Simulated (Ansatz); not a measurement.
**C3H7BFGa: basis-set convergence**

The task here is to estimate one member of a computed series from the others.

The runs use Ansatz 0.2.0, Gaussian basis; one geometry, several basis sets.

Plan: PBE0-D4/def2-SVP; ωB97M-V/def2-SVP; PBE0-D4/def2-QZVPP; ωB97M-V/def2-QZVPP; the functionals' def2-TZVPP values are taken from earlier runs.

**Structure used throughout**

The geometry comes from an earlier relaxation with PBE0-D4 in a triple-zeta def2 set; it is a stationary point, not always the lowest conformer.

SMILES `C=C[B](C)[GaH][F]`, 13 atoms, charge 0, spin multiplicity 1.

Atoms are counted from 1 here; the program's logs count them from 0.

Bond lengths: C1–C2 1.338 Å, C1–H7 1.086 Å, C1–H8 1.086 Å, C2–B3 1.544 Å, C2–H9 1.089 Å, B3–C4 1.560 Å, B3–Ga5 2.103 Å, C4–H10 1.101 Å, C4–H11 1.093 Å, C4–H12 1.094 Å, Ga5–F6 1.778 Å, Ga5–H13 1.572 Å. Angles: C2–C1–H7 121.5°, C2–C1–H8 122.4°, H7–C1–H8 116.1°, C1–C2–B3 121.1°, C1–C2–H9 117.1°, B3–C2–H9 121.2°, C2–B3–C4 122.1°, C2–B3–Ga5 118.0°, C4–B3–Ga5 119.9°, B3–C4–H10 105.6°, B3–C4–H11 114.6°, B3–C4–H12 114.7°, H10–C4–H11 105.2°, H10–C4–H12 106.4°, H11–C4–H12 109.5°, B3–Ga5–F6 113.9°, B3–Ga5–H13 136.3°, F6–Ga5–H13 109.8°.

Geometry (Å):

```mol
C3H7BFGa
  3D, bonds by distance, orders not assigned

 13 12  0  0  0  0  0  0  0  0999 V2000
   -2.1521   -0.5214   -0.0045 C   0  0
   -1.2286    0.4438   -0.0871 C   0  0
    0.2782    0.1155   -0.0150 B   0  0
    0.8741   -1.1853   -0.6380 C   0  0
    1.5432    1.4941    0.9460 Ga  0  0
    1.9626    2.9030   -0.0533 F   0  0
   -1.8754   -1.5716    0.0078 H   0  0
   -3.2128   -0.3063    0.0887 H   0  0
   -1.5833    1.4733   -0.0656 H   0  0
    1.3750   -0.8666   -1.5656 H   0  0
    1.6559   -1.6593   -0.0389 H   0  0
    0.1320   -1.9344   -0.9291 H   0  0
    2.2311    1.6152    2.3545 H   0  0
  1  2  8  0
  2  3  8  0
  3  4  8  0
  3  5  8  0
  5  6  8  0
  1  7  8  0
  1  8  8  0
  2  9  8  0
  4 10  8  0
  4 11  8  0
  4 12  8  0
  5 13  8  0
M  END
```

The first run:

Input file in.yaml:

```yaml
crystal:
  periodic: [false, false, false]
  atoms:
    - {symbol: C, position_ang: [-2.152053, -0.521389, -0.004542]}
    - {symbol: C, position_ang: [-1.228599, 0.443796, -0.087081]}
    - {symbol: B, position_ang: [0.278241, 0.115487, -0.015043]}
    - {symbol: C, position_ang: [0.874061, -1.185274, -0.638018]}
    - {symbol: Ga, position_ang: [1.543167, 1.494060, 0.946041]}
    - {symbol: F, position_ang: [1.962644, 2.902995, -0.053284]}
    - {symbol: H, position_ang: [-1.875383, -1.571571, 0.007834]}
    - {symbol: H, position_ang: [-3.212757, -0.306295, 0.088671]}
    - {symbol: H, position_ang: [-1.583312, 1.473341, -0.065594]}
    - {symbol: H, position_ang: [1.374975, -0.866610, -1.565588]}
    - {symbol: H, position_ang: [1.655938, -1.659333, -0.038850]}
    - {symbol: H, position_ang: [0.131950, -1.934407, -0.929054]}
    - {symbol: H, position_ang: [2.231130, 1.615211, 2.354496]}
basis:
  gaussian: {orbitals: def2-SVP}
hamiltonian: {xc: pbe0, dispersion: d4}
output: {orbitals: {seedname: orbitals}}
```

On the command line:

```bash
$ ansatz run in.yaml --threads 2 --pin off --events-out ev --progress --plain --max-ram 32768MiB --backend cpu
```

Steps of the session up to this table: PBE0-D4 in def2-SVP; ωB97M-V in def2-SVP; PBE0-D4 in def2-QZVPP; ωB97M-V in def2-QZVPP.

One table of the session follows, with a row left open; its other results are not shown here.

It belongs to the step «Functionals by basis». 

```
functional       basis  HOMO (eV)  LUMO (eV)
   PBE0-D4    def2-SVP          ?          ?
   PBE0-D4  def2-TZVPP      -7.22      -2.24
   PBE0-D4  def2-QZVPP      -7.25      -2.26
   ωB97M-V    def2-SVP      -9.24      -0.14
   ωB97M-V  def2-TZVPP      -9.33      -0.27
   ωB97M-V  def2-QZVPP      -9.36      -0.33
```

Q: Estimate the row for PBE0-D4, def2-SVP from the others.

The run gave: HOMO (eV): -7.15; LUMO (eV): -2.15. In the column «HOMO (eV)» it is the highest.
